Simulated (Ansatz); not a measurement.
# CuH2Se: the cost of one run

Method: RKS PBE-D4/def2-SVP; program: Ansatz 0.2.0, Gaussian basis.

Levels: PBE-D4, revPBE-D4, BLYP-D4, r2SCAN-D4, B97M-V, PBE0-D4, B3LYP-D4, HSE06-D4, wB97X-V, wB97M-V, B2PLYP, Hartree-Fock, MP2, CCSD, CCSD(T). The reference is CCSD(T) extrapolated to the basis limit. For elements past Ar these valence bases correlate outer-core shells poorly and lack relativity, so that limit is rough.

Cores are frozen in the correlated methods. The 3s and 3p shells of Cu and Zn are frozen; filled d shells are correlated. B3LYP uses VWN-RPA correlation. B2PLYP carries no dispersion term here.

163 further runs of the same task are left out: 163 set aside as unsound or not needed.

**1. Where the work starts**

The pair, from a GFN2-xTB docking trial: 4 atoms, charge 1, spin multiplicity 1.

Atoms are counted from 1 here; the program's logs count them from 0.

Bond lengths: Cu1–Se2 2.406 Å, Se2–H3 1.447 Å, Se2–H4 1.449 Å. Angles: Cu1–Se2–H3 99.5°, Cu1–Se2–H4 100.1°, H3–Se2–H4 91.3°.

Geometry (Å):

```xyz
4

Cu    0.50920   -0.78690   -1.75420
Se   -0.28960    0.62090    0.02580
H    -1.04370   -0.35530    0.78150
H     0.82420    0.52130    0.94690
```

Atoms 1 to 1 are fragment A (Cu+), the rest fragment B (H2Se).

**2. A first relaxation in a small basis**

File pre/in.yaml:

```yaml
crystal:
  periodic: [false, false, false]
  atoms:
    - {symbol: Cu, position_ang: [0.509200, -0.786900, -1.754200]}
    - {symbol: Se, position_ang: [-0.289600, 0.620900, 0.025800]}
    - {symbol: H, position_ang: [-1.043700, -0.355300, 0.781500]}
    - {symbol: H, position_ang: [0.824200, 0.521300, 0.946900]}
basis:
  gaussian: {orbitals: def2-SVP}
total_charge: 1
hamiltonian: {xc: pbe, dispersion: d4}
relax: {f_tol: 0.03, max_steps: 250}
```

Launch:

```
$ ansatz run in.yaml --threads 2 --pin off --events-out ev --progress --plain --max-ram 5222MiB
```

**Question.** How long does this run take on 2 threads of Intel Xeon Platinum 8488C, shared host, and how much memory does it need?

About 3.5 s, with a peak of 0.14 GiB.
